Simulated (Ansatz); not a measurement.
# CdClHO: vertical ionisation energy

The task here is to estimate one member of a computed series from the others.

Method: unrestricted cation, the program's frozen cores in correlated methods; program: Ansatz 0.2.0, Gaussian basis.

Plan: UKS PBE-D4/def2-TZVPP; UKS r2SCAN-D4/def2-TZVPP; UKS PBE0-D4/def2-TZVPP; UKS B3LYP-D4/def2-TZVPP; UKS wB97X-V/def2-TZVPP; UKS wB97M-V/def2-TZVPP; UKS B2PLYP/def2-TZVPP; UHF-CCSD(T)/def2-TZVPP; UHF-CCSD(T)/def2-QZVPP; extrapolation to the limit; then −ε(HOMO) from the neutral's earlier runs with LDA (SPW92), PBE-D4, revPBE-D4, BLYP-D4, r2SCAN-D4, B97M-V, PBE0-D4, B3LYP-D4, r2SCANh-D4, r2SCAN0-D4, HSE06-D4, BHLYP-D4, CAM-B3LYP-D4, LC-ωPBE, ωB97X-V, ωB97M-V.

## The geometry

An earlier PBE0-D4 in a triple-zeta def2 set relaxation fixed the geometry. Cd takes the def2 core potential; no spin-orbit term is included.

SMILES `[OH][Cd][Cl]`, 4 atoms, charge 0, spin multiplicity 1.

Atoms are counted from 1 here; the program's logs count them from 0.

Bond lengths: O1–Cd2 1.960 Å, O1–H4 0.960 Å, Cd2–Cl3 2.263 Å. Angles: Cd2–O1–H4 112.7°, O1–Cd2–Cl3 176.3°.

The first run:

in.yaml

```yaml
crystal:
  periodic: [false, false, false]
  atoms:
    - {symbol: O, position_ang: [-0.942667, 0.761850, -0.794890]}
    - {symbol: Cd, position_ang: [0.513684, -0.131874, 0.165509]}
    - {symbol: Cl, position_ang: [2.287012, -1.071375, 1.210380]}
    - {symbol: H, position_ang: [-1.802528, 0.381098, -0.601200]}
basis:
  gaussian: {orbitals: def2-TZVPP}
total_charge: 1
magnetization: {spin_polarized: true, initial_magnetization: 1}
hamiltonian: {xc: pbe, dispersion: d4}
```

The run is started by

```sh
$ ansatz run in.yaml --threads 2 --pin off --events-out ev --progress --plain --max-ram 32768MiB --backend cpu
```

Among the steps run: Cation, UKS PBE-D4/def2-TZVPP; Cation, UKS r2SCAN-D4/def2-TZVPP; Cation, UKS PBE0-D4/def2-TZVPP; Cation, UKS B3LYP-D4/def2-TZVPP; Cation, UKS wB97X-V/def2-TZVPP; Cation, UKS wB97M-V/def2-TZVPP; Cation, UKS B2PLYP (frozen core)/def2-TZVPP; Cation, UHF-CCSD(T)/def2-TZVPP; Cation, UHF-CCSD(T)/def2-QZVPP.

One of the session's tables, all rows but one given; the rest of the session is left out.

It belongs to the step «Ionisation energies side by side». For comparison, −ε(HOMO) of the neutral from earlier runs:

```
  functional  −ε(HOMO) (eV)
 LDA (SPW92)           7.01
      PBE-D4           6.76
   revPBE-D4           6.67
     BLYP-D4           6.67
   r2SCAN-D4           7.08
      B97M-V           7.14
     PBE0-D4           8.34
    B3LYP-D4           8.09
  r2SCANh-D4              ?
  r2SCAN0-D4           8.58
    HSE06-D4           7.93
    BHLYP-D4           9.81
CAM-B3LYP-D4           9.81
     LC-ωPBE          11.16
     ωB97X-V          10.81
     ωB97M-V          10.73
```

**Question.** Estimate the row for r2SCANh-D4.

Worked estimate for «−ε(HOMO) (eV)». Against the share of exact exchange, r2SCAN-D4 (0, 7.08), r2SCAN0-D4 (0.25, 8.58) give a slope of 6.00 per unit share; at 0.1 the line stands at 7.68.

As computed: −ε(HOMO) (eV): 7.68. In «−ε(HOMO) (eV)» the line misses by 0.00.
